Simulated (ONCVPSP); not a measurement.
**Nickel: generating and testing an ONCV potential**

Aim: build the potential from the settings below, then test how well it stands in for the atom: other configurations, scattering, ghost states and the plane-wave cutoff that it needs.

The numbers are computed with ONCVPSP 4.0.1.1 (patched build) (PBE, scalar-relativistic, spin-unpolarised reference atom).

### Step 1. Starting point

The settings as typed:

| Quantity | Value |
| --- | --- |
| element | nickel (Ni, Z = 28) |
| type | optimised norm-conserving Vanderbilt (ONCV) |
| frozen core | [Ne] |
| valence charge | 18 |
| reference configuration | 3s2 3p6 3d8 4s2 |
| partial waves | 3s+4s: rc 1.52 bohr, ncon 3, nbas 8, qcut 11.4 1/bohr, 2 projectors; 3p: rc 1.30 bohr, ncon 3, nbas 8, qcut 14.5 1/bohr, 1 projector; 3d: rc 1.68 bohr, ncon 4, nbas 8, qcut 11.1 1/bohr, 2 projectors, debl 1.8 Ha; f scattering state at 0.11 Ha: rc 1.68 bohr, ncon 5, nbas 9, qcut 8.3 1/bohr, 2 projectors, debl 3.2 Ha |
| local potential | polynomial inside 1.30 bohr (lpopt 5, dvloc0 0 Ha) |
| core correction | polynomial model core, fcfact 0.3 |

The outer shells as boxes (Hund's rule for the drawing; the calculation is spin-unpolarised):

```
[Ne] core
3s [↑↓]
3p [↑↓][↑↓][↑↓]
3d [↑↓][↑↓][↑↓][↑ ][↑ ]
4s [↑↓]
```

An earlier all-electron run gives the scale for the radii.

All-electron outer shells of the reference configuration (PBE, scalar-relativistic, ld1.x):

```
shell  level (eV)  outermost node (bohr)  outermost maximum (bohr)
   2p     -844.68                      –                      0.16
   3s     -111.06                   0.30                      0.64
   3p      -71.39                   0.27                      0.65
   3d       -8.87                      –                      0.63
   4s       -5.64                   0.92                      2.24
   4p       -1.22                   1.00                      3.17
```

### Step 2. Generation

Ni.dat

```
# ATOM AND REFERENCE CONFIGURATION
# atsym  z   nc   nv     iexc    psfile
  Ni 28.00    3    4        4      upf
#
#   n    l    f
    1    0    2.00
    2    0    2.00
    2    1    6.00
    3    0    2.00
    3    1    6.00
    3    2    8.00
    4    0    2.00
#
# PSEUDOPOTENTIAL AND OPTIMIZATION
# lmax
    3
#
#   l,   rc,      ep,       ncon, nbas, qcut
    0    1.52    0.00    3    8   11.40
    1    1.30    0.00    3    8   14.50
    2    1.68    0.00    4    8   11.10
    3    1.68    0.11    5    9    8.30
#
# LOCAL POTENTIAL
# lloc, lpopt,  rc(5),   dvloc0
    4    5    1.30    0.00
#
# VANDERBILT-KLEINMAN-BYLANDER PROJECTORs
# l, nproj, debl
    0    2    2.00
    1    1    2.10
    2    2    1.80
    3    2    3.20
#
# MODEL CORE CHARGE
# icmod, fcfact, rcfact
    1    0.30    0.00
#
# LOG DERIVATIVE ANALYSIS
# epsh1, epsh2, depsh
   -6.00    5.00    0.04
#
# OUTPUT GRID
# rlmax, drl
    6.00    0.01
#
# TEST CONFIGURATIONS
# ncnf
    4
# nvcnf
#   n    l    f
    4
    3    0    2.00
    3    1    6.00
    3    2    8.00
    4    0    1.00
#
    4
    3    0    2.00
    3    1    6.00
    3    2    8.00
    4    0    0.00
#
    4
    3    0    2.00
    3    1    6.00
    3    2    7.00
    4    0    0.00
#
    4
    3    0    2.00
    3    1    6.00
    3    2    9.00
    4    0    1.00
#
```

Command:

```sh
$ oncvpsp.x < Ni.dat > Ni.out
```

Q: Predict the outcome of this session. Wanted: cutoffs for 1 and 0.1 mHa per electron, occupied waves; bound ghosts; GHOST(+) flags; largest test error; largest phase difference near zero energy, channels read; rms error of d²Exc/dn², without and with the model core.

The runs gave:

| quantity | value |
| --- | --- |
| cutoffs for 1 and 0.1 mHa per electron, occupied waves | 43 Ha and 48 Ha |
| bound ghosts | none found |
| GHOST(+) flags | none at low energy |
| largest test error (AE − PS) | +36 meV, for 3s2 3p6 3d9 4s1 |
| largest phase difference near zero energy, channels read | 0.018 rad |
| rms error of d²Exc/dn², without and with the model core | 3.22 and 1.24 mHa |

In words: By total energies transferability is fair: the largest error is 36 meV on 1.6 eV, for 3s2 3p6 3d9 4s1. By its cutoff, 43 Ha for the looser tolerance, it is hard. The program's ghost test flags no bound state. Near zero energy the phases of the channels with partial waves agree within 0.018 rad. All of this concerns the isolated atom, not yet a solid.
